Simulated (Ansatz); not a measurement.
**BeBH (singlet): from Hartree-Fock to the top rungs at distance B1–H3 = 2.186 Å, cc-pVDZ**

Aim: climb from Hartree-Fock through coupled cluster and multireference methods for BeBH (singlet) at one geometry and basis, and see what each rung misses.

Computed with Ansatz 0.2.0, Gaussian basis. Level: cc-pVDZ, core rule «outside noble gas», up to 2 orbitals frozen.

The runs, in order: UHF; CCSD(T) on RHF; CCSD(T) on UHF; BCCD(T) on RHF; CISD; CCSDT(Q) on RHF; CCSDT(Q) on UHF; CASSCF and MRCISD+Q, 2 electrons in 2 orbitals; CASSCF and NEVPT2, 2 electrons in 2 orbitals; CASSCF and MRCISD+Q, 6 electrons in 9 orbitals; CASSCF and NEVPT2, 6 electrons in 9 orbitals; Full CI.

19 further runs of the same task are left out: 14 that didn't finish, 5 set aside as unsound or not needed. Runs told in other sessions of the task aren't counted.

## (1) The geometry

The geometry derives from a PBE0/def2-TZVP stationary point (not a proven minimum). One bond is set to the value named and the two fragments are kept rigid.

3 atoms, charge 0, spin multiplicity 1.

Atoms are counted from 1 here; the program's logs count them from 0.

Bond lengths: B1–Be2 1.916 Å.

## (2) UHF

Input file in.yaml:

```yaml
crystal:
  periodic: [false, false, false]
  atoms:
    - {symbol: B, position_ang: [0.000000, -0.205373, 0.755236]}
    - {symbol: Be, position_ang: [0.000000, 0.076216, -1.140377]}
    - {symbol: H, position_ang: [0.000000, 1.521328, 2.095796]}
basis:
  gaussian: {orbitals: cc-pVDZ}
magnetization: {spin_polarized: true, initial_magnetization: 0}
hamiltonian: {xc: hf}
output: {orbitals: {seedname: orbitals}}
```

Started as:

```bash
$ ansatz run in.yaml --threads 1 --pin off --events-out ev --progress --plain --max-ram 2393MiB
```

After this run come: CCSD(T) on RHF; CCSD(T) on UHF; BCCD(T) on RHF; CISD; CCSDT(Q) on RHF; CCSDT(Q) on UHF; CASSCF and MRCISD+Q, 2 electrons in 2 orbitals; CASSCF and NEVPT2, 2 electrons in 2 orbitals; CASSCF and MRCISD+Q, 6 electrons in 9 orbitals; CASSCF and NEVPT2, 6 electrons in 9 orbitals; Full CI.

Before running them: what should the planned runs give, taken together? Wanted: FCI from the RHF energy; RMP2 from FCI; UMP2 from FCI; RCCSD from FCI; RCCSD(T) from FCI; UCCSD(T) from FCI; RCCSDT(Q) from FCI; UCCSDT(Q) from FCI; NEVPT2 pair from FCI.

As calculated:

```
                         quantity                                           value
          FCI from the RHF energy                                      -5.1573 eV
                    RMP2 from FCI                                     +1794.0 meV
                    UMP2 from FCI                                     +1536.9 meV
                   RCCSD from FCI                                      +397.3 meV
                RCCSD(T) from FCI                                       +67.9 meV
                UCCSD(T) from FCI                                      +233.5 meV
               RCCSDT(Q) from FCI                                        -2.0 meV
               UCCSDT(Q) from FCI                                       +33.2 meV
             NEVPT2 pair from FCI                                     +1312.9 meV
          NEVPT2 valence from FCI                                      +331.9 meV
        MRCISD+Q valence from FCI                                       +23.9 meV
levels within 1 kcal/mol (43 meV)  RCCSDT, RCCSDT(Q), UCCSDT(Q), MRCISD+Q valence
                    T1 diagnostic                                           0.045
   effectively unpaired electrons                                            1.06
```

In words: RCCSD(T) lands +67.9 meV from the yardstick (1.3 % of the correlation energy). CCSD(T) misses by +67.9 meV on the restricted determinant and by +233.5 meV on the unrestricted one; the two need not hold the same state or core. RCCSDT(Q) falls below full CI, which methods that aren't variational can do. The occupations show strong static correlation (1.1 unpaired electrons where one determinant has 0). Coupled cluster on one determinant still stays close here. Of the multireference levels listed MRCISD+Q valence comes nearest in total energy (+23.9 meV), which doesn't show that its space is the better one. These misses are within one basis, not against nature.
